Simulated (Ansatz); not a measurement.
# AlH6NOSn, SMILES [NH2][SnH2][AlH][OH]: an atomisation energy

With the Python package of Ansatz (0.2.0).

The script reads `alh6nosn.xyz`:
```text
10

N    -0.53870    1.97150   -0.51490
Sn    0.98940    0.69360   -0.46010
Al    0.16940   -1.53430    0.69310
O    -1.10570   -2.49280   -0.01690
H    -0.90280    2.14520    0.44120
H    -1.36300    1.54370   -1.02840
H     2.33360    1.40550    0.46060
H     1.56940    0.36360   -2.09470
H     0.92060   -2.01920    2.08680
H    -1.98910   -2.12780    0.43640
```

Typed at the interpreter:
```pycon
>>> from collections import Counter
>>> import ansatz as az
>>> def energy_of(molecule, charge=0, unpaired=0):
...     calc = molecule.calculation().basis(gaussian="def2-SVP").functional("r2SCAN")
...     if charge:
...         calc = calc.charge(charge)
...     if unpaired:
...         calc = calc.spin("collinear", total=unpaired)
...     report = calc.run(threads=1).report
...     if report["published_state_doubts"]:
...         print("  doubts:", report["published_state_doubts"])
...     return report["free_energy_ev"]
...
>>> geometry = az.Crystal.molecule_from_extxyz("alh6nosn.xyz")
>>> # unpaired electrons of the ground-state atoms
>>> unpaired = {"N": 3, "Sn": 2, "Al": 1, "O": 2, "H": 1}
>>> counts = Counter(site.symbol for site in geometry.cartesian_sites)
>>> atom_energy = {s: energy_of(az.Crystal.molecule().atom(s, (0, 0, 0)), 0, unpaired[s]) for s in counts}

>>> whole = energy_of(geometry, 0, 0)
>>> for s, e in atom_energy.items():
...     print(f"{s:2s} x{counts[s]}  {e:14.5f} eV")
...
N  x1     -1483.43974 eV
Sn x1     -5832.10669 eV
Al x1     -6591.86592 eV
O  x1     -2039.86316 eV
H  x6       -13.58417 eV
>>> print(f"AlH6NOSn: {whole:.5f} eV")
AlH6NOSn: -16057.89950 eV
>>> split = sum(counts[s] * e for s, e in atom_energy.items()) - whole
>>> print(f"atomisation energy (no zero-point term): {23.060548 * split:.1f} kcal/mol, {split / sum(counts.values()):.3f} eV an atom")
atomisation energy (no zero-point term): 671.5 kcal/mol, 2.912 eV an atom
```

671.5 kcal/mol from the electronic energies, without the zero-point term.

What to keep in mind:
- Total energies depend on the basis set; only differences at equal settings carry meaning.
- The geometry is a force-field or estimated start, not a minimum of this method, and the basis set is short of its limit. All parts are taken at fixed geometry, without zero-point energy.
- def2 sets replace the cores of elements past krypton by effective core potentials.
- The spin-orbit lowering of heavy atoms is left out.
- Finished in 7.2 s on 1 thread of Intel(R) Xeon(R) Platinum 8488C (Sapphire Rapids), on a shared host, peak memory 0.22 GiB.

(Lines on the test bed's own set-up are left out of the output.)
